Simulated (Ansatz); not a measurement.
# GaSi (quartet): the correlation ladder, cc-pVDZ

How much of the correlation energy of GaSi (quartet) does each wave-function method recover here?

Program: Ansatz 0.2.0, Gaussian basis. Level of theory: cc-pVDZ, core rule «outside noble gas», up to 19 orbitals frozen. These are calculated values, not measurements.

To be run: UHF; CCSD(T) on ROHF; CCSD(T) on UHF; BCCD(T) on ROHF; CISD; CCSDT(Q) on ROHF; CCSDT(Q) on UHF; CASSCF and MRCISD+Q, 7 electrons in 8 orbitals; CASSCF and NEVPT2, 7 electrons in 8 orbitals; Full CI.

16 further runs of the same task are left out: 4 that didn't finish, 12 set aside as unsound or not needed.

### Step 1. What is computed

The geometry is a PBE0/def2-TZVP stationary point (not a proven minimum) of the parent state, kept for this charge and spin. No spin-orbit coupling is included. The filled d shell of Ga may be among the frozen orbitals whatever the setting's name suggests; the logs give the count.

2 atoms, charge 0, spin multiplicity 4.

Atoms are counted from 1 here; the program's logs count them from 0.

Bond lengths: Si1–Ga2 2.402 Å.

### Step 2. UHF

in.yaml reads:

```yaml
crystal:
  periodic: [false, false, false]
  atoms:
    - {symbol: Si, position_ang: [0.000000, 0.000000, 0.000000]}
    - {symbol: Ga, position_ang: [0.000000, 0.000000, 2.402100]}
basis:
  gaussian: {orbitals: cc-pVDZ}
magnetization: {spin_polarized: true, initial_magnetization: 3}
hamiltonian: {xc: hf}
output: {orbitals: {seedname: orbitals}}
```

The run is started by

```bash
$ ansatz run in.yaml --threads 1 --pin off --events-out ev --progress --plain --max-ram 2393MiB
```

After this run come: CCSD(T) on ROHF; CCSD(T) on UHF; BCCD(T) on ROHF; CISD; CCSDT(Q) on ROHF; CCSDT(Q) on UHF; CASSCF and MRCISD+Q, 7 electrons in 8 orbitals; CASSCF and NEVPT2, 7 electrons in 8 orbitals; Full CI.

**Question.** What will the summary of the whole plan be? Wanted: FCI from the RHF energy; RMP2 from FCI; UMP2 from FCI; RCCSD from FCI; RCCSD(T) from FCI; UCCSD(T) from FCI; RCCSDT(Q) from FCI; UCCSDT(Q) from FCI; NEVPT2 valence from FCI.

**Answer**, as computed:

| quantity | value |
| --- | --- |
| FCI from the ROHF energy | -3.7014 eV |
| RMP2 from FCI | +942.9 meV |
| UMP2 from FCI | +957.7 meV |
| RCCSD from FCI | +198.9 meV |
| RCCSD(T) from FCI | +51.3 meV |
| UCCSD(T) from FCI | +46.6 meV |
| RCCSDT(Q) from FCI | +1.4 meV |
| UCCSDT(Q) from FCI | -3.8 meV |
| NEVPT2 valence from FCI | +551.9 meV |
| MRCISD+Q valence from FCI | -23.2 meV |
| levels within 1 kcal/mol (43 meV) | RCCSDT, UCCSDT, RCCSDT(Q), UCCSDT(Q), MRCISD+Q valence |
| T1 diagnostic | 0.034 |
| effectively unpaired electrons | 3.09 |

RCCSD(T) lands +51.3 meV from the yardstick (1.4 % of the correlation energy). UCCSDT(Q), MRCISD+Q valence fall below full CI: unrestricted runs freeze a spin-polarised core, another one than full CI's, and coupled cluster isn't variational. One determinant dominates. Of the multireference levels listed MRCISD+Q valence comes nearest in total energy (-23.2 meV), which doesn't show that its space is the better one. These misses are within one basis, not against nature; the frozen cores of restricted and unrestricted runs differ, which can shift their rows.

Levels on UHF freeze UHF's core orbitals, full CI those of ROHF, so the U rows can settle a little off it for that reason alone.
